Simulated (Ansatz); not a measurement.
Runs of Ansatz 0.2.0 on SiMo3. Symmetry: Pm-3n, No. 223, cubic system. Conventional cell: a = 4.889 Å, b = 4.889 Å, c = 4.889 Å, α = 90.00°, β = 90.00°, γ = 90.00°. Mo (site symmetry -4m2) is surrounded by 2 Mo at 2.44 Å and 4 Si at 2.73 Å. Si (site symmetry m-3) has 12 Mo at 2.73 Å as nearest neighbours. 

| level | cutoff (eV) | gap on the mesh (eV) | pressure (GPa) | relaxed volume (Å³/atom) |
| --- | --- | --- | --- | --- |
| PBE | 420 | none | 0.0 | (b) |
| PBEsol | 420 | none | 0.0 | 14.36 |
| RPBE | 420 | none | 0.0 | (a) |
| r2SCAN | 500 | none | 0.0 | 14.57 |
| LDA | 420 | none | 0.0 | 14.12 |

Alike in all rows: task relaxation of cell and atoms; potentials or basis Ansatz PAW; no spin polarisation; cell relaxed; k mesh 6 × 6 × 6; smearing fermi-dirac 0.05 eV.

Q: Fill in the values left out.

A: (a) 14.96; (b) 14.77.

Caveats: the plane-wave basis is chosen anew once the cell has moved, so the energies of steps on either side of that aren't comparable; the PAW data sets come from PBE, with cores solved anew for the run's functional, which leaves a small shift of forces and pressure (some runs).

A k mesh can miss the band edges, and the runs leave out spin-orbit coupling on Mo.

A gap of «none» marks a metal or a gap under the smearing width.
